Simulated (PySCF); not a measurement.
**Solver options tried on Cd2⁺**

Do solver options change the result for Cd2⁺, or only the number of cycles?

Program: PySCF 2.14.0. Level of theory: each script names its method and basis. These are calculated values, not measurements.

3 further runs of the same task are left out: 3 that didn't finish.

## Step 1: Starting geometry

Cd2⁺: 2 atoms, charge 1, spin multiplicity 2.

Bond lengths: Cd1–Cd2 2.610 Å.

## Step 2: Base script

Input file input.py:

```python
from pyscf import gto, dft

mol = gto.M(
    atom='Cd 0 0 0; Cd 0 0 2.61',
    basis='def2-svp',
    ecp={'Cd': 'def2-svp'},
    charge=1,
    spin=1,
    verbose=4,
)
mf = dft.UKS(mol, xc='wb97x')
mf.kernel()
mf.dip_moment()
print('orbital energies (hartree):', [e[max(0, n-3):n+3].round(4) for e, n in zip(mf.mo_energy, mol.nelec)])
```

Run with:

```sh
> OMP_NUM_THREADS=1 python input.py
```

The log of this run is left out.

In short: E(SCF) = -335.247443 Eh, 10 cycles, ⟨S²⟩ = 0.765.

The bond length is a typed value, not an optimised one. The dipole of an ion depends on the origin.

## Step 3: Convergence threshold 1e-05 hartree

Run 1 changes convergence threshold: default → 1e-05 hartree.

Input file input.py:

```python
from pyscf import gto, dft

mol = gto.M(
    atom='Cd 0 0 0; Cd 0 0 2.61',
    basis='def2-svp',
    ecp={'Cd': 'def2-svp'},
    charge=1,
    spin=1,
    verbose=4,
)
mf = dft.UKS(mol, xc='wb97x')
mf.conv_tol = 1e-05
mf.kernel()
mf.dip_moment()
print('orbital energies (hartree):', [e[max(0, n-3):n+3].round(4) for e, n in zip(mf.mo_energy, mol.nelec)])
```

Run with:

```sh
> OMP_NUM_THREADS=1 python input.py
```

## Step 4: Second-order solver on

Run 2 changes second-order solver: off → on.

input.py, as its differences from that of step 2:

```diff
@@ -11,2 +11,3 @@
 mf = dft.UKS(mol, xc='wb97x')
+mf = mf.newton()
 mf.kernel()
```

## Step 5: Point-group symmetry on

Run 3 changes point-group symmetry: off → on.

input.py, as its differences from that of step 2:

```diff
@@ -8,2 +8,3 @@
     spin=1,
+    symmetry=True,
     verbose=4,
```

**Question.** What will these runs give? Wanted: for each run, E(SCF); from base; gap, α spin.

As calculated:

```csv
run,E(SCF) (hartree),from base (eV),cycles,"gap, α spin (eV)"
base,-335.247443,0,10,8.01
convergence threshold 1e-05 hartree,-335.247443,0.0000,7,8.01
second-order solver on,-335.247443,0.0000,3 macro,8.01
point-group symmetry on,-335.247443,0.0000,10,8.01
```

Distance from each run's final energy (log10 hartree) by cycle:

| run | cycle 1 | cycle 2 | cycle 3 | cycle 5 | cycle 8 | cycle 12 |
| --- | --- | --- | --- | --- | --- | --- |
| base | -0.1 | -0.3 | -3.0 | -4.5 | -8.1 | done |
| convergence threshold 1e-05 hartree | -0.1 | -0.3 | -3.0 | -4.5 | done | done |
| second-order solver on | -1.6 | < -11 | < -11 | done | done | done |
| point-group symmetry on | -0.1 | -0.3 | -3.0 | -4.5 | -8.1 | done |

With convergence threshold 1e-05 hartree or second-order solver on or point-group symmetry on the SCF ends at the base energy.
